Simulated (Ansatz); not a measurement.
**HfB2: stress in a strained cell**

Aim: deform HfB2 (zz strain of +1 %) and compute stress, forces and field gradients with LAPW, PAW and all-electron datasets made for the crystal.

Computed with Ansatz 0.2.0 (DFT PBEsol, scalar-relativistic, unless a step's input says otherwise).

### Step 1. The system as given

Symmetry: P6/mmm, No. 191, hexagonal system. Conventional cell: a = 3.140 Å, b = 3.140 Å, c = 3.480 Å, α = 90.00°, β = 90.00°, γ = 120.00°. Hf (site symmetry 6/mmm) is surrounded by 12 B at 2.51 Å. B (site symmetry -6m2) is surrounded by 3 B at 1.81 Å and 6 Hf at 2.51 Å.

Structure file:

```cif
data_structure
_symmetry_space_group_name_H-M 'P6/mmm'
_symmetry_Int_Tables_number 191
_cell_length_a 3.1400
_cell_length_b 3.1400
_cell_length_c 3.4800
_cell_angle_alpha 90.000
_cell_angle_beta 90.000
_cell_angle_gamma 120.000
_cell_volume 29.71
loop_
_atom_site_label
_atom_site_type_symbol
_atom_site_symmetry_multiplicity
_atom_site_Wyckoff_symbol
_atom_site_fract_x
_atom_site_fract_y
_atom_site_fract_z
_atom_site_occupancy
Hf1 Hf 1 a 0.00000 0.00000 0.00000 1
B1 B 2 d 0.33333 0.66667 0.50000 1
```

The file gives the conventional cell by its symmetry; the runs use the cell typed in the input.

Atoms are numbered in the order of the input: Hf1, B2, B3.

### Step 2. After the deformation

Space group P6/mmm before, P6/mmm after.

### Step 3. Full-potential LAPW

Input file input.yaml:

```yaml
crystal:
  lattice:
    - [3.1400001005, 0.0, 0.0]
    - [-1.5700000503, 2.7193198549, 0.0]
    - [0.0, 0.0, 3.5148]
  atoms:
    - { symbol: Hf, position: [0.0, 0.0, 0.0] }
    - { symbol: B, position: [0.3333333333, 0.6666666667, 0.5] }
    - { symbol: B, position: [0.6666666667, 0.3333333333, 0.5] }
kpoints:
  mp_grid: { grid: [15, 15, 12] }
  band_path:
    path:
      - [0.0, 0.0, 0.0]
      - [0.5, 0.0, 0.0]
      - [0.3333333333, 0.3333333333, 0.0]
      - [0.0, 0.0, 0.0]
      - [0.0, 0.0, 0.5]
      - [0.5, 0.0, 0.5]
      - [0.3333333333, 0.3333333333, 0.5]
      - [0.0, 0.0, 0.5]
      - [0.5, 0.0, 0.5]
    npoints: 5
scf:
  occupations: { method: fermi_dirac, width: 0.03 }
hamiltonian:
  xc: pbesol
  pseudopotentials: { kind: all_electron, lapw: { basis_error: 0.001 } }
output:
  forces: true
  stress: true
  eigenvalues: true
```

Launch:

```console
ansatz run input.yaml --threads 1 --pin off --max-ram 4096MiB --backend cpu --events-out ev --progress --plain --runs-dir out
```

The log of the run (excerpt; [...] marks lines left out):

```text
LAPW: plane waves up to 8.676 Å⁻¹, error target 1.0e-3 eV per atom; small_component_spin mean_spin; B in spheres of 0.906 Å, 5 of its electrons in bands, Dirac shells []; Hf in spheres of 1.398 Å, 42 of its electrons in bands, Dirac shells []
[...]
Pseudopotentials: kind: all_electron
Pseudopotential: Hf, LAPW, valence charge 42, Koelling and Harmon's equation, gaussian nucleus
Pseudopotential: B, LAPW, valence charge 5, Koelling and Harmon's equation, gaussian nucleus
Functional definition: PBEsol
[...]
Crystal: 3 atoms, lattice volume = 30.012 Å³
Basis set: ecut = 286.81770717930635 eV, 339 PW (Γ), exchange–correlation at level 2
Bands: 32, of which v1, the nominal top of the filled ones, is band 26 counted from 1 (25 counted from 0)
Symmetry: 24 space group operations
Space group: P6/mmm (ITA 191), of the structure as read, at distance tolerance 3.1e-5 Å
k-points: 189 of 2700
[...]
SCF iter   1: F=—  HF=-411477.370554 eV  |F-HF|=—  |Δ(HF+E_count)|=         —  Δρ=7.48e-2  dr2=3.22e0  ethr=6.20e-3  ⟨swp⟩=2.0  Hψ=37592  notcnv=0
[...]
the basis was enlarged: its passes take 236.1 KiB over the memory plan, 1 of 1 planned eigensolver slots
[...]
SCF iter   8: F=-411476.050155 eV  HF=-411476.050155 eV  |F-HF|=3.95e-8  |Δ(HF+E_count)|=   1.17e-7  Δρ=1.46e-5  dr2=7.42e-8  ethr=2.08e-9  ⟨swp⟩=2.0  Hψ=17203  notcnv=0
[...]
NSCF: frozen V_eff on 41 k-points
SCF converged after 8 iterations
Free energy (F): -411476.050155 eV
[...]
E sigma→0 (E₀):  -411476.049817 eV
Entropy (-TS):   -0.000677 eV (-0.226 meV/atom)
Fermi energy:    20.583142 eV
[...]
--- Forces (eV/Å), atoms counted from 1 ---
  atom   1  Hf    -0.00000000     0.00000000     0.00000000
  atom   2  B      0.00000000    -0.00000000     0.00000000
  atom   3  B      0.00000000     0.00000000     0.00000000
[...]
--- Stress (GPa, compression-positive) ---
       -4.985107      -0.000000      -0.000000
       -0.000000      -4.985107      -0.000000
       -0.000000      -0.000000      -9.438589
  P = ⅓ Tr σ = -6.4696 GPa (-64.696 kbar)
--- Band table (eV; the first three rows and the last of 189) ---
[...]
```

Wall time 56 s (1 thread of Arm Neoverse V1, shared host); peak memory 0.7 GiB.

This run gives: pressure -6.47 GPa; no gap.

### Step 4. PAW with frozen cores

Input file input.yaml:

```yaml
crystal:
  lattice:
    - [3.1400001005, 0.0, 0.0]
    - [-1.5700000503, 2.7193198549, 0.0]
    - [0.0, 0.0, 3.5148]
  atoms:
    - { symbol: Hf, position: [0.0, 0.0, 0.0] }
    - { symbol: B, position: [0.3333333333, 0.6666666667, 0.5] }
    - { symbol: B, position: [0.6666666667, 0.3333333333, 0.5] }
kpoints:
  mp_grid: { grid: [15, 15, 12] }
scf:
  occupations: { method: fermi_dirac, width: 0.03 }
hamiltonian:
  xc: pbesol
  pseudopotentials: { kind: paw }
output:
  forces: true
  stress: true
  eigenvalues: true
  efg: { contact_densities: true }
```

Launch:

```console
ansatz run input.yaml --threads 1 --pin off --max-ram 4096MiB --backend cpu --events-out ev --progress --plain --runs-dir out
```

The log of the run (excerpt; [...] marks lines left out):

```text
Hf: output.efg is read without spin–orbit coupling, which moves field gradients at and beside such atoms by some per cent and up to a factor of two; PAW files take it under magnetization.noncollinear and magnetization.spin_orbit
[...]
Pseudopotentials: kind: paw
Pseudopotential: Hf, paw, valence charge 26, recommended cutoff 420 eV (normal)
Pseudopotential: B, paw, valence charge 3, recommended cutoff 420 eV (normal)
[... 1 set-up line as earlier in the session ...]
[...]
Crystal: 3 atoms, lattice volume = 30.012 Å³
Basis set: ecut = 420 eV, 563 PW (Γ), exchange–correlation on 48×48×48 points (8 copies of the dense FFT grid, shifted against one another)
Bands: 20, of which v1, the nominal top of the filled ones, is band 16 counted from 1 (15 counted from 0)
[... 2 set-up lines as earlier in the session ...]
k-points: 189 of 2700
[...]
       -5.012146      -0.000000      -0.000000
       -0.000000      -5.012146      -0.000000
       -0.000000      -0.000000      -9.554267
  P = ⅓ Tr σ = -6.5262 GPa (-65.262 kbar)
--- PAW observables at the nuclei: V_zz in 10²¹ V/m², potentials from the cell's mean, atoms counted from 1 ---
  atom   1  Hf V_zz =   +11.212500   η = 0.0000   by run symmetry: allowed
            electrostatic potential = -14184.078687 V   contact ρ = 7519011.216985 e/Å³
  atom   2  B  V_zz =    +0.118113   η = 0.0000   by run symmetry: allowed
            electrostatic potential = -335.742707 V   contact ρ = 481.237234 e/Å³
  atom   3  B  V_zz =    +0.118113   η = 0.0000   by run symmetry: allowed
            electrostatic potential = -335.742707 V   contact ρ = 481.237234 e/Å³
--- Band table (eV; the first three rows and the last of 189) ---
  k-point 0: bands = ["-41.6038", "-10.4816", "-9.9819", "-9.9819", "6.5117", "8.4097", "8.4321", "8.4430", "8.4430", "8.4461", "8.4461", "8.5413", "17.1054", "17.3708", "17.3708", "17.3814", "24.1041", "24.1041", "24.6733", "24.6733"]
[...]
```

Run time: 8.5 s. Hardware: 1 thread of Arm Neoverse V1, shared host; peak memory 0.44 GiB.

Result: pressure -6.53 GPa; no gap; Vzz Hf1 11.21 (η = 0.00), B2 0.12 (η = 0.00) (10²¹ V/m²).

### Step 5. Datasets made for this crystal

input.yaml, as its differences from that of step 4:

```diff
@@ -15,3 +15,3 @@
   xc: pbesol
-  pseudopotentials: { kind: paw }
+  pseudopotentials: { kind: all_electron, datasets: crystal }
 output:
```

Launch:

```console
ansatz run input.yaml --threads 1 --pin off --max-ram 4096MiB --backend cpu --events-out ev --progress --plain --runs-dir out
```

The log of the run (excerpt; [...] marks lines left out):

```text
[...]
Hf: output.efg is read without spin–orbit coupling, which moves field gradients at and beside such atoms by some per cent and up to a factor of two; PAW files take it under magnetization.noncollinear and magnetization.spin_orbit
[...]
[... 1 set-up line as earlier in the session ...]
Pseudopotential: Hf, paw, valence charge 26, recommended cutoff 400 eV (normal), Koelling and Harmon's equation, gaussian nucleus
Pseudopotential: B, paw, valence charge 3, recommended cutoff 400 eV (normal), Koelling and Harmon's equation, gaussian nucleus
[... 1 set-up line as earlier in the session ...]
[...]
Crystal: 3 atoms, lattice volume = 30.012 Å³
Basis set: ecut = 400 eV, 563 PW (Γ), exchange–correlation on 48×48×48 points (8 copies of the dense FFT grid, shifted against one another)
Bands: 20, of which v1, the nominal top of the filled ones, is band 16 counted from 1 (15 counted from 0)
[... 1 set-up line as earlier in the session ...]
[...]
       -4.986454      -0.000000      -0.000000
       -0.000000      -4.986454      -0.000000
       -0.000000      -0.000000      -9.438945
  P = ⅓ Tr σ = -6.4706 GPa (-64.706 kbar)
--- PAW observables at the nuclei: V_zz in 10²¹ V/m², potentials from the cell's mean, atoms counted from 1 ---
  atom   1  Hf V_zz =   +11.760627   η = 0.0000   by run symmetry: allowed
            electrostatic potential = -14181.404778 V   contact ρ = 7515498.453959 e/Å³
  atom   2  B  V_zz =    +0.143542   η = 0.0000   by run symmetry: allowed
            electrostatic potential = -335.023164 V   contact ρ = 481.261364 e/Å³
  atom   3  B  V_zz =    +0.143542   η = 0.0000   by run symmetry: allowed
            electrostatic potential = -335.023164 V   contact ρ = 481.261364 e/Å³
--- Band table (eV; the first three rows and the last of 189) ---
  k-point 0: bands = ["-41.2174", "-10.0902", "-9.5950", "-9.5950", "6.8999", "8.7976", "8.8153", "8.8305", "8.8305", "8.8321", "8.8321", "8.9243", "17.4932", "17.7556", "17.7556", "17.7696", "24.4944", "24.4944"]
[...]
```

It took 36 s on 1 thread of Arm Neoverse V1, shared host; peak memory 0.81 GiB.

This run gives: pressure -6.47 GPa; no gap; Vzz Hf1 11.76 (η = 0.00), B2 0.14 (η = 0.00) (10²¹ V/m²).

### Step 6. Stress and forces compared

Stress (GPa, compression positive):

| method | xx | yy | zz | yz | xz | xy |
| --- | --- | --- | --- | --- | --- | --- |
| LAPW | -4.99 | -4.99 | -9.44 | 0.00 | 0.00 | 0.00 |
| PAW | -5.01 | -5.01 | -9.55 | 0.00 | 0.00 | 0.00 |
| crystal datasets | -4.99 | -4.99 | -9.44 | 0.00 | 0.00 | 0.00 |

| method | pressure (GPa) | Vzz Hf1 (10²¹ V/m²) | Vzz B2 (10²¹ V/m²) | SCF cycles, all passes |
| --- | --- | --- | --- | --- |
| LAPW | -6.47 | – | – | 8 |
| PAW | -6.53 | 11.21 | 0.12 | 6 |
| crystal datasets | -6.47 | 11.76 | 0.14 | 8 |

### Step 7. What came out

| quantity | value |
| --- | --- |
| pressure | LAPW -6.47, PAW -6.53, crystal datasets -6.47 GPa |
| largest shear or deviatoric stress (LAPW) | 2.97 GPa |

What this shows: The largest part of the stress beyond the pressure is 2.97 GPa in size, in the zz component; the atoms are carried along and not relaxed. No run of the undeformed cell stands beside it, so the pressure holds what the given cell had before the change. PAW: stress within 0.12 GPa of LAPW. Crystal datasets: stress within 0.01 GPa of LAPW. Spin-orbit coupling is left out, though the cell holds Hf; in elements this heavy it can shift bands and gaps by tenths of an eV.
